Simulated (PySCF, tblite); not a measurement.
**C6H11BN2: geometry, infrared bands and NMR shifts**

Aim: predict the infrared bands and NMR shifts of C6H11BN2 (`C[N+]1(C)[BH2-]C(C#N)=CC1`).

Computed with tblite 0.8.0 and PySCF 2.14.0, with density-fitted response routines of our own, on a single molecule in the gas phase. Atoms count from 0, in the outputs and in this text.

## (1) The molecule as given

20 atoms, charge 0, multiplicity 1; geometry from: force field or distance geometry start.

Bonds of the start (Å): C0–N1 1.43, N1–C2 1.44, N1–B3 1.55, B3–C4 1.59, C4–C5 1.45, C5–N6 1.18, C4–C7 1.32, C7–C8 1.50, C8–N1 1.47, C0–H9 1.11, C0–H10 1.14, C0–H11 1.10, C2–H12 1.11, C2–H13 1.11, C2–H14 1.13, B3–H15 1.16, B3–H16 1.17, C7–H17 1.09, C8–H18 1.13, C8–H19 1.09.

## (2) Geometry optimisation with GFN2-xTB

The job: settings as JSON, then the geometry in Å.

```
{"job": {"kind": "relax", "xc": "GFN2-xTB", "basis": "xTB"}, "charge": 0, "multiplicity": 1}
C     -1.696100    -0.092600    -1.111700
N     -0.632600    -0.012200    -0.158100
C     -1.099700     0.557100     1.082500
B      0.550800     0.863400    -0.646200
C      1.727400     0.118500     0.128900
C      3.014400     0.735300     0.357400
N      4.054400     1.254200     0.547900
C      1.354300    -1.091600     0.487800
C     -0.058800    -1.353000     0.048300
H     -1.634300     0.707400    -1.885400
H     -2.648100     0.039700    -0.505100
H     -1.700500    -1.067600    -1.615200
H     -1.505100    -0.201100     1.786800
H     -0.224800     1.046500     1.554800
H     -1.831400     1.386200     0.867500
H      0.700000     0.759900    -1.796600
H      0.377800     1.953300    -0.245200
H      1.993000    -1.792000     1.019900
H     -0.614200    -1.811100     0.913800
H     -0.131700    -1.989600    -0.835100
```

Run with:

```console
$ OMP_NUM_THREADS=1 python probes_run.py task.json out
```

The driver reads the jobs from task.json and runs them one after another.

**Question.** This job is followed by: GFN2-xTB harmonic vibrations, gas phase; GIAO PBE0/pcSseg-1 NMR shielding, non-relativistic, gas phase. Predict these results of the whole session: strongest single infrared mode (GFN2-xTB); zero-point energy (GFN2-xTB); ¹³C shifts against TMS (PBE0/pcSseg-1, means over atoms taken as alike); ¹H shifts against TMS (PBE0/pcSseg-1, means over atoms taken as alike); ¹⁵N shifts against NH3 (PBE0/pcSseg-1); ¹¹B shifts against BF3·OEt2 (PBE0/pcSseg-1); surface potential, 1st and 99th percentile.

As calculated:

| quantity | value |
| --- | --- |
| strongest single infrared mode (GFN2-xTB) | 2349 cm⁻¹, 268 km/mol |
| zero-point energy (GFN2-xTB) | 102.7 kcal/mol |
| ¹³C shifts against TMS (PBE0/pcSseg-1, means over atoms taken as alike) | 144.8, 142.7, 123.3, 71.0, 50.7 ppm |
| ¹H shifts against TMS (PBE0/pcSseg-1, means over atoms taken as alike) | 6.22, 3.55, 2.74, 2.67 ppm |
| ¹⁵N shifts against NH3 (PBE0/pcSseg-1) | 327.7, 67.2 ppm |
| ¹¹B shifts against BF3·OEt2 (PBE0/pcSseg-1) | -6.4 ppm |
| surface potential, 1st and 99th percentile | -2.20 V and 1.63 V |

Over 77 steps the energy fell by 0.814 eV; of the close pairs, N1–B3 changed most, 1.551 to 1.658 Å. No mode is imaginary among the 54: a minimum at this level. The strongest single mode, at 2349 cm⁻¹, moves mainly C5 and N6. Unscaled tight-binding wavenumbers are off by several per cent, some by more. Its intensities can rank the bands wrongly. H17 (hydrogen on an alkene CH) lies farthest downfield among hydrogen, at 6.22 ppm; attached to an sp2 carbon and in the plane of the double bond. At PBE0/pcSseg-1: The widest tensor belongs to N6: span 387 ppm, with a paramagnetic part of -402 ppm. By nearest atom (PBE0/pcSseg-1), the HOMO sits on C7 30 %; C4 20 % and the LUMO on C4, C7 about 25 % each; N6 17 %.
